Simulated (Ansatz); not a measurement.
# CH10O2Si2: the cost of one run

Program: Ansatz 0.2.0. Level of theory: UKS revPBE/STO-3G. These are calculated values, not measurements.

## Step 1: Starting point

Bond lengths: Si1–C2 2.177 Å, Si1–H3 1.453 Å, Si1–H4 1.469 Å, Si1–O5 1.614 Å, Si1–O7 2.072 Å, O7–Si8 1.603 Å, C2–H9 1.083 Å, C2–H10 1.098 Å, C2–H11 1.083 Å, O5–H12 0.955 Å, Si8–H13 1.465 Å, Si8–H14 1.467 Å, Si8–H15 1.471 Å. Angles (14 of 24 angles, heavy atoms first): C2–Si1–O5 119.4°, C2–Si1–O7 76.1°, O5–Si1–O7 89.3°, Si1–O7–Si8 156.8°, Si1–C2–H9 98.6°, Si1–C2–H10 140.0°, Si1–C2–H11 95.7°, C2–Si1–H3 113.4°, C2–Si1–H4 90.1°, H3–Si1–O5 122.8°, H3–Si1–O7 83.0°, H4–Si1–O5 93.7°, H4–Si1–O7 165.4°, Si1–O5–H12 120.3°.

Structure file:

```xyz
15

Si   -0.8760   -1.0451   -0.4858
C    -0.0530   -1.1750    1.5250
H    -0.0099   -1.6188   -1.5010
H    -1.8770   -2.0644   -0.1441
O    -1.9846    0.0810   -0.8167
H     0.4622   -0.2216    0.6470
O     0.5750    0.4330   -0.4451
Si    1.2428    1.8513   -0.7786
H    -0.9634   -0.9987    2.0844
H     0.7569   -0.7483    2.1309
H     0.1532   -2.2372    1.4877
H    -1.7160    0.9478   -1.1148
H     2.6978    1.6825   -0.7575
H     0.7691    2.3069   -2.0897
H     0.8229    2.8067    0.2584
```

## Step 2: Run 1

150 steps of 0.5 fs at constant energy, with velocities drawn for 600 K.

Input file input.yaml:

```yaml
crystal:
  periodic: [false, false, false]
  atoms:
    - { symbol: Si, position_ang: [-0.876, -1.0451, -0.4858] }
    - { symbol: C, position_ang: [-0.053, -1.175, 1.525] }
    - { symbol: H, position_ang: [-0.0099, -1.6188, -1.501] }
    - { symbol: H, position_ang: [-1.877, -2.0644, -0.1441] }
    - { symbol: O, position_ang: [-1.9846, 0.081, -0.8167] }
    - { symbol: H, position_ang: [0.4622, -0.2216, 0.647] }
    - { symbol: O, position_ang: [0.575, 0.433, -0.4451] }
    - { symbol: Si, position_ang: [1.2428, 1.8513, -0.7786] }
    - { symbol: H, position_ang: [-0.9634, -0.9987, 2.0844] }
    - { symbol: H, position_ang: [0.7569, -0.7483, 2.1309] }
    - { symbol: H, position_ang: [0.1532, -2.2372, 1.4877] }
    - { symbol: H, position_ang: [-1.716, 0.9478, -1.1148] }
    - { symbol: H, position_ang: [2.6978, 1.6825, -0.7575] }
    - { symbol: H, position_ang: [0.7691, 2.3069, -2.0897] }
    - { symbol: H, position_ang: [0.8229, 2.8067, 0.2584] }
magnetization:
  spin_polarized: true
basis:
  gaussian: { orbitals: STO-3G }
hamiltonian:
  xc: revpbe
md:
  timestep: 0.5
  n_steps: 150
  ensemble: nve
  temperature: 600.0
  initial_velocities: maxwell_boltzmann
  seed: 453642
```

The run is started by

```bash
$ ansatz run input.yaml --threads 1 --pin off --max-ram 2048MiB --backend cpu --events-out ev --progress --plain --runs-dir out
```

Q: Estimate wall time and peak memory on 1 thread of Intel Xeon Platinum 8375C at 2.90GHz (Ice Lake), shared host.

About 11 min, with a peak of 0.15 GiB.
